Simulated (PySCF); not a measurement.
# From one method to the next for OsS3

What do other methods print for OsS3?

Program: PySCF 2.14.0. Level of theory: method and basis as typed in the scripts. These are calculated values, not measurements.

3 further runs of the same task are left out: 1 for a known fault of the program, 2 that didn't finish.

## (1) Where the work starts

OsS3: 4 atoms, charge 0, spin multiplicity 1.

Bond lengths: Os1–S2 2.077 Å, Os1–S3 2.077 Å, Os1–S4 2.077 Å. Angles: S2–Os1–S3 120.0°, S2–Os1–S4 120.0°, S3–Os1–S4 120.0°.

## (2) The run that the others are compared with

File input.py:

```python
from pyscf import gto, scf

mol = gto.M(
    atom='Os 0 0 0; S 2.0772 0 0; S -1.0386 1.7989 0; S -1.0386 -1.7989 0',
    basis='lanl2dz',
    ecp={'Os': 'lanl2dz', 'S': 'lanl2dz'},
    charge=0,
    spin=0,
    verbose=3,
)
mf = scf.RHF(mol)
mf.level_shift = 0.3
mf = mf.newton()
mf.kernel()
mf.dip_moment()
print('orbital energies (hartree):', mf.mo_energy[..., max(0, mol.nelec[1]-3):mol.nelec[0]+3].round(4))
```

Run with:

```sh
> OMP_NUM_THREADS=1 python input.py
```

## (3) Stability test

Edit 1 changes step after the SCF: none → stability.

Changes to input.py since step 2:

```diff
@@ -14,2 +14,3 @@
 mf.kernel()
+mf.stability(internal=True, external=True)
 mf.dip_moment()
```

## (4) Polarisability

Edit 2 changes step after the SCF: none → polarizability.

Changes to input.py since step 2:

```diff
@@ -1,2 +1,3 @@
 from pyscf import gto, scf
+from pyscf.prop.polarizability import rhf as pol
 
@@ -14,2 +15,4 @@
 mf.kernel()
+print('polarizability (a.u.)')
+print(pol.Polarizability(mf).polarizability().round(4))
 mf.dip_moment()
```

## (5) NEVPT2

Edit 3 changes step after the SCF: none → nevpt2; active space: none → 6 electrons in 6 orbitals.

Changes to input.py since step 2:

```diff
@@ -1,2 +1,2 @@
-from pyscf import gto, scf
+from pyscf import gto, scf, mcscf, mrpt
 
@@ -14,2 +14,6 @@
 mf.kernel()
+mc = mcscf.CASSCF(mf, 6, 6)
+mc.kernel()
+mc.analyze()
+mrpt.NEVPT(mc).kernel()
 mf.dip_moment()
```

## (6) O3lyp (RKS)

Edit 4 changes functional: none (Hartree–Fock) → o3lyp; SCF type: RHF → RKS; step after the SCF: none → analyze.

Changes to input.py since step 2:

```diff
@@ -1,2 +1,2 @@
-from pyscf import gto, scf
+from pyscf import gto, dft
 
@@ -10,3 +10,3 @@
 )
-mf = scf.RHF(mol)
+mf = dft.RKS(mol, xc='o3lyp')
 mf.level_shift = 0.3
@@ -14,2 +14,3 @@
 mf.kernel()
+mf.mulliken_pop()
 mf.dip_moment()
```

Before running it: what results should come out? Wanted: for each run, E(SCF); from base; SCF dipole; after the SCF.

**Answer**, as computed:

```tsv
run	E(SCF) (hartree)	from base (eV)	SCF dipole (D)	after the SCF
base	-119.184861	0	0.00	n/a
stability test	-119.184861	0.0000	0.00	unstable: internal, real -> complex, RHF/RKS -> UHF/UKS
polarisability	-119.184861	0.0000	0.00	n/a
NEVPT2	-119.184861	0.0000	0.00	NEVPT2 correlation -27.995 eV (from the SCF energy, the CASSCF gain included)
o3lyp (RKS)	-121.531591	not comparable	0.00	n/a
```

What this shows: Total energies of different functionals can't be compared with each other; differences within one functional can. The dearest run is “o3lyp (RKS)”, at 42 s against 2 s.
